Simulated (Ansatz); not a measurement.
# C2H4ClFOSi: the cost of one run

Computed with Ansatz 0.2.0, Gaussian basis. Level: the settings change from run to run.

### 1 The relaxed structure

An earlier PBE0-D4 in a triple-zeta def2 set relaxation fixed the geometry.

SMILES `F[C@H](Cl)[Si@@H]1CO1`, 10 atoms, charge 0, spin multiplicity 1.

Atoms are counted from 1 here; the program's logs count them from 0.

Bond lengths: F1–C2 1.373 Å, C2–Cl3 1.770 Å, C2–Si4 1.901 Å, C2–H7 1.093 Å, Si4–C5 1.800 Å, Si4–O6 1.651 Å, Si4–H8 1.478 Å, C5–O6 1.479 Å, C5–H9 1.088 Å, C5–H10 1.087 Å. Angles: F1–C2–Cl3 109.8°, F1–C2–Si4 109.8°, F1–C2–H7 107.5°, Cl3–C2–Si4 110.7°, Cl3–C2–H7 106.3°, Si4–C2–H7 112.7°, C2–Si4–C5 121.7°, C2–Si4–O6 117.8°, C2–Si4–H8 110.3°, C5–Si4–O6 50.5°, C5–Si4–H8 125.0°, O6–Si4–H8 118.2°, Si4–C5–O6 59.5°, Si4–C5–H9 121.9°, Si4–C5–H10 121.4°, O6–C5–H9 112.8°, O6–C5–H10 112.6°, H9–C5–H10 114.2° and more.

As a file:

```xyz
10

F     1.12178   -2.30955    0.38215
C     1.11883   -1.07330   -0.21450
Cl    2.31016   -0.02688    0.57114
Si   -0.61930   -0.30960   -0.10820
C    -0.86339    1.46516    0.06317
O    -0.99252    0.57318    1.23640
H     1.45884   -1.20580   -1.24519
H    -1.62928   -1.25778   -0.62294
H    -1.80116    1.94566   -0.20641
H    -0.02096    2.14770    0.14738
```

### 2 wB97X/def2-mTZVPP

Set apart from the defaults: charge -1, multiplicity 2, atoms shaken by 0.03 Å, the search for lower states set to full.

in.yaml reads:

```yaml
crystal:
  periodic: [false, false, false]
  atoms:
    - {symbol: F, position_ang: [1.173044, -2.288389, 0.375677]}
    - {symbol: C, position_ang: [1.101772, -1.090516, -0.201963]}
    - {symbol: Cl, position_ang: [2.336034, -0.068551, 0.570776]}
    - {symbol: Si, position_ang: [-0.606590, -0.276558, -0.073725]}
    - {symbol: C, position_ang: [-0.847857, 1.458426, 0.038740]}
    - {symbol: O, position_ang: [-0.976201, 0.605433, 1.247643]}
    - {symbol: H, position_ang: [1.422667, -1.177905, -1.244854]}
    - {symbol: H, position_ang: [-1.614351, -1.211121, -0.577421]}
    - {symbol: H, position_ang: [-1.789039, 1.956931, -0.196629]}
    - {symbol: H, position_ang: [-0.026815, 2.136164, 0.175028]}
basis:
  gaussian: {orbitals: def2-mTZVPP}
total_charge: -1
magnetization: {spin_polarized: true, initial_magnetization: 1}
hamiltonian: {xc: {name: wB97X}}
scf: {lower_state_search: full}
```

Command:

```sh
ansatz run in.yaml --threads 4 --pin off --events-out ev --progress --plain --max-ram 10444MiB
```

**Question.** How long does this run take on 4 threads of Intel Xeon Platinum 8259CL at 2.50GHz, shared host, and how much memory does it need?

About 21 s, with a peak of 0.9 GiB.
